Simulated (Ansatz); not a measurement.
# BGaGeH11InP2Si: small, medium and large basis sets

An exercise on one series of results from a longer session: the logs are not shown, and one member is left open.

Method: one geometry, several basis sets; program: Ansatz 0.2.0, Gaussian basis.

Plan: PBE0-D4/def2-SVP; ωB97M-V/def2-SVP; PBE0-D4/def2-QZVPP; ωB97M-V/def2-QZVPP; the functionals' def2-TZVPP values are taken from earlier runs.

## The relaxed structure

The geometry comes from an earlier relaxation with PBE0-D4 in a triple-zeta def2 set; it is a stationary point, not always the lowest conformer. In takes the def2 core potential; no spin-orbit term is included.

SMILES `[SiH3][B](P)[Ga]([InH2])[GeH2][PH2]`, 18 atoms, charge 0, spin multiplicity 1.

Atoms are counted from 1 here; the program's logs count them from 0.

Bond lengths: Si1–B2 2.002 Å, Si1–H8 1.491 Å, Si1–H9 1.491 Å, Si1–H10 1.491 Å, B2–P3 1.826 Å, B2–Ga4 2.048 Å, P3–H11 1.411 Å, P3–H12 1.410 Å, Ga4–In5 2.603 Å, Ga4–Ge6 2.467 Å, In5–H13 1.733 Å, In5–H14 1.731 Å, Ge6–P7 2.331 Å, Ge6–H15 1.545 Å, Ge6–H16 1.546 Å, P7–H17 1.421 Å, P7–H18 1.421 Å. Angles: B2–Si1–H8 111.9°, B2–Si1–H9 113.4°, B2–Si1–H10 107.6°, H8–Si1–H9 108.0°, H8–Si1–H10 107.5°, H9–Si1–H10 108.3°, Si1–B2–P3 117.2°, Si1–B2–Ga4 120.4°, P3–B2–Ga4 122.3°, B2–P3–H11 111.5°, B2–P3–H12 110.0°, H11–P3–H12 101.4°, B2–Ga4–In5 131.0°, B2–Ga4–Ge6 107.1°, In5–Ga4–Ge6 121.9°, Ga4–In5–H13 121.0°, Ga4–In5–H14 122.2°, H13–In5–H14 116.8° and more.

Set-up of the first run:

The input, in.yaml:

```yaml
crystal:
  periodic: [false, false, false]
  atoms:
    - {symbol: Si, position_ang: [-2.373819, -1.187133, 0.917840]}
    - {symbol: B, position_ang: [-0.390577, -0.913452, 0.922633]}
    - {symbol: P, position_ang: [0.469785, -1.062188, 2.526701]}
    - {symbol: Ga, position_ang: [0.615091, -0.595570, -0.832708]}
    - {symbol: In, position_ang: [2.013195, -2.213596, -2.316806]}
    - {symbol: Ge, position_ang: [0.279090, 1.771732, -1.441037]}
    - {symbol: P, position_ang: [-0.078248, 2.938395, 0.545629]}
    - {symbol: H, position_ang: [-2.784149, -2.273166, -0.017060]}
    - {symbol: H, position_ang: [-2.931195, -1.504244, 2.263431]}
    - {symbol: H, position_ang: [-3.001836, 0.077167, 0.438403]}
    - {symbol: H, position_ang: [1.616098, -0.241582, 2.576969]}
    - {symbol: H, position_ang: [-0.319720, -0.499553, 3.550803]}
    - {symbol: H, position_ang: [3.718417, -2.402245, -2.070090]}
    - {symbol: H, position_ang: [1.302670, -3.132569, -3.600791]}
    - {symbol: H, position_ang: [1.401271, 2.408146, -2.290544]}
    - {symbol: H, position_ang: [-1.029257, 1.906993, -2.252530]}
    - {symbol: H, position_ang: [0.260537, 4.222518, 0.039235]}
    - {symbol: H, position_ang: [1.232626, 2.700349, 1.039903]}
basis:
  gaussian: {orbitals: def2-SVP}
hamiltonian: {xc: pbe0, dispersion: d4}
output: {orbitals: {seedname: orbitals}}
```

Command:

```bash
> ansatz run in.yaml --threads 4 --pin off --events-out ev --progress --plain --max-ram 66560MiB --backend cpu
```

Steps of the session up to this table: PBE0-D4 in def2-SVP; ωB97M-V in def2-SVP; PBE0-D4 in def2-QZVPP; ωB97M-V in def2-QZVPP.

One of the session's tables, all rows but one given; the rest of the session is left out.

It belongs to the step «Density functionals: the series». 

```
functional       basis  HOMO (eV)  LUMO (eV)
   PBE0-D4    def2-SVP      -6.54      -2.35
   PBE0-D4  def2-TZVPP      -6.56      -2.43
   PBE0-D4  def2-QZVPP      -6.57      -2.45
   ωB97M-V    def2-SVP      -8.37      -0.61
   ωB97M-V  def2-TZVPP      -8.42      -0.75
   ωB97M-V  def2-QZVPP          ?          ?
```

Estimate the missing values for ωB97M-V, def2-QZVPP.

**Answer.** HOMO (eV): -8.42; LUMO (eV): -0.77.
